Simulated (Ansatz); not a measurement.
Working through a comparison of functionals at one structure of YSn3, space group Fm-3m

Computed with the Ansatz DFT code, driven from Python.

The script reads `ysn3.cif`:
```cif
data_YSn3
_cell_length_a 5.403410
_cell_length_b 5.403410
_cell_length_c 5.403410
_cell_angle_alpha 60.00000
_cell_angle_beta 60.00000
_cell_angle_gamma 60.00000
_symmetry_space_group_name_H-M 'P 1'
_symmetry_Int_Tables_number 1
loop_
_symmetry_equiv_pos_as_xyz
'x, y, z'
loop_
_atom_site_label
_atom_site_type_symbol
_atom_site_fract_x
_atom_site_fract_y
_atom_site_fract_z
Y1 Y    0.000000    0.000000    0.000000
Sn2 Sn    0.500000    0.500000    0.500000
Sn3 Sn    0.250000    0.250000    0.250000
Sn4 Sn    0.750000    0.750000    0.750000
```

The cells in order, each with its output:

```python
import ansatz as az
from ase.io import read
```

```python
atoms = read("ysn3.cif")
ysn3 = az.Crystal.from_ase(atoms)
```

```python
ysn3.resolved().tree()["lattice"]
```

    ((5.40341, 0.0, 0.0), (2.7017050000000005, 4.679490327062873, 0.0),
     (2.7017050000000005, 1.559830109020958, 4.411865790350683))

```python
job = ysn3.calculation().kpoints(density=3.8).occupations(az.OccupationsMethod.COLD, width=0.1).stress()
```

```python
rows = []
for value in ["lda", "r2scan", "blyp"]:
    data = job.functional(value).run(threads=1).report
    rows.append((value, data["free_energy_ev"] / len(data["lattice"]["sites"]), data["n_iterations"], sum(data["stress_gpa"][i][i] for i in range(3)) / 3, data["n_kpoints"]))
```

    DeckWarning: basis.ecutwfc = 420 eV, auto-derived from the records' recommended cutoffs: set by Y (normal level)
    DeckWarning: basis.ecutwfc = 500 eV, auto-derived from the records' recommended cutoffs: set by Y (their level for a meta-GGA)

```python
print("  functional   F/atom (eV)    iterations       P (GPa)      k-points")
for row in rows:
    print(f"{str(row[0]):>12s}  {row[1]:12.5f}  {row[2]:12d}  {row[3]:12.3f}  {row[4]:12d}")
```

      functional   F/atom (eV)    iterations       P (GPa)      k-points
             lda   -5346.23235             6        -3.643            16
          r2scan   -5494.00610             7        -0.377            16
            blyp   -5495.78429             7         4.156            16

From lowest to highest: LDA (-3.6 GPa), r2SCAN (-0.4 GPa) and BLYP (4.2 GPa). At a fixed cell a lower pressure usually means a smaller equilibrium volume, so LDA prefers the smallest cell and BLYP the largest.

Notes:
- The run is spin-unpolarised.
- BLYP can be off by several per cent in the lattices of metals, and by several GPa in the pressure at a fixed cell.
- For a metal this k-point mesh is coarse: on a finer one energies can move by several to tens of meV an atom and pressures by half a GPa or more, differences at one mesh by less.
- Pressure is positive in compression.
- The structure comes from a database of computed cells and needn't be a stable or known phase.
- Warnings are shown shortened and without file and line.
- Total energies of different functionals can't be compared; pressures, moments and gaps at this one structure can.
- It ran for 18 s on 1 thread of Arm Neoverse V2, with other jobs on the host, peak memory 0.8 GiB.
